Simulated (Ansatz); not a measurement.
# BBr2H: interaction energy of a dimer with the counterpoise correction

Aim: the interaction energy of a dimer with the counterpoise correction, for BBr2H, run from a script.

All numbers are computed with the Python package of Ansatz 0.2.0. Level of theory: PBE0+D4/def2-SVP.

### Step 1. The structure

Bond lengths: Br1–B2 2.031 Å, B2–Br3 1.994 Å, B2–H4 1.111 Å. Angles: Br1–B2–Br3 119.4°, Br1–B2–H4 121.5°, Br3–B2–H4 119.1°.

The script holds or builds the structure itself.

### Step 2. The script

Input file dimer_bbr2h.py:

```python
# -*- coding: utf-8 -*-
"""Interaction energy of two BBr2H molecules, with the counterpoise correction."""

import logging
import sys

import ansatz

logging.basicConfig(stream=sys.stdout, format="%(name)s: %(message)s")
log = logging.getLogger("ansatz_job")
log.setLevel(logging.INFO)

FIRST = [
    ("Br", (0.7674, 0.2483, 1.7459)),
    ("B", (-0.2192, 0.0678, -0.0203)),
    ("Br", (0.7211, -0.7282, -1.5882)),
    ("H", (-1.2694, 0.4122, -0.1373)),
]
SECOND = [
    ("Br", (5.1668, -2.666, 2.8832)),
    ("B", (3.8279, -3.6345, 1.7023)),
    ("Br", (2.2655, -2.6338, 0.9719)),
    ("H", (3.9394, -4.7137, 1.4611)),
]

def energy(atoms, ghosts=()):
    molecule = ansatz.Crystal.molecule()
    for symbol, xyz in atoms:
        molecule = molecule.atom(symbol, xyz)
    calc = (
        molecule.calculation()
        .basis(gaussian="def2-SVP")
        .functional("PBE0", dispersion="d4")
    )
    deck = calc.input()
    if ghosts:
        deck = deck.set(ansatz.key.basis.gaussian.ghost_atoms, [{"symbol": s, "position_ang": list(xyz)} for s, xyz in ghosts])
    return ansatz.Session.from_dict(deck).plan().execute().report["free_energy_ev"]


def main():
    # monomers in their own basis and in the basis of the dimer
    both = energy(FIRST + SECOND)
    alone = energy(FIRST) + energy(SECOND)
    ghosted = energy(FIRST, SECOND) + energy(SECOND, FIRST)
    log.info(f"dimer {both:.6f} eV")
    log.info(f"interaction, uncorrected   {(both - alone):8.3f} eV")
    log.info(f"interaction, counterpoise  {(both - ghosted):8.3f} eV")
    log.info(f"basis-set superposition    {(alone - ghosted):8.3f} eV")


if __name__ == "__main__":
    main()
```

### Step 3. What the engine is handed

The engine receives this input (first run):

```yaml
crystal:
  periodic: [false, false, false]
  atoms:
    - { symbol: Br, position_ang: [0.7674, 0.2483, 1.7459] }
    - { symbol: B, position_ang: [-0.2192, 0.0678, -0.0203] }
    - { symbol: Br, position_ang: [0.7211, -0.7282, -1.5882] }
    - { symbol: H, position_ang: [-1.2694, 0.4122, -0.1373] }
    - { symbol: Br, position_ang: [5.1668, -2.666, 2.8832] }
    - { symbol: B, position_ang: [3.8279, -3.6345, 1.7023] }
    - { symbol: Br, position_ang: [2.2655, -2.6338, 0.9719] }
    - { symbol: H, position_ang: [3.9394, -4.7137, 1.4611] }
basis:
  gaussian:
    orbitals: def2-SVP
hamiltonian:
  xc: pbe0
  dispersion: d4
```

### Step 4. Running it

Command:

```bash
$ python dimer_bbr2h.py
```

**Question.** How large is the interaction at this pose, and how much of it is basis-set superposition?

**Answer**, as computed:

```
                        quantity     value
 interaction energy, uncorrected  0.035 eV
interaction energy, counterpoise  0.070 eV
                   runs compared         5
```

The pair is unbound at this geometry and level. Uncorrected it is 0.035 eV, with the counterpoise correction 0.070 eV; the difference, 0.04 eV, is the superposition error. The pose is repulsive. The dimer is a generated trial pose of unrelaxed monomers, not a minimum, so the figure is no binding energy, and the basis set is small.
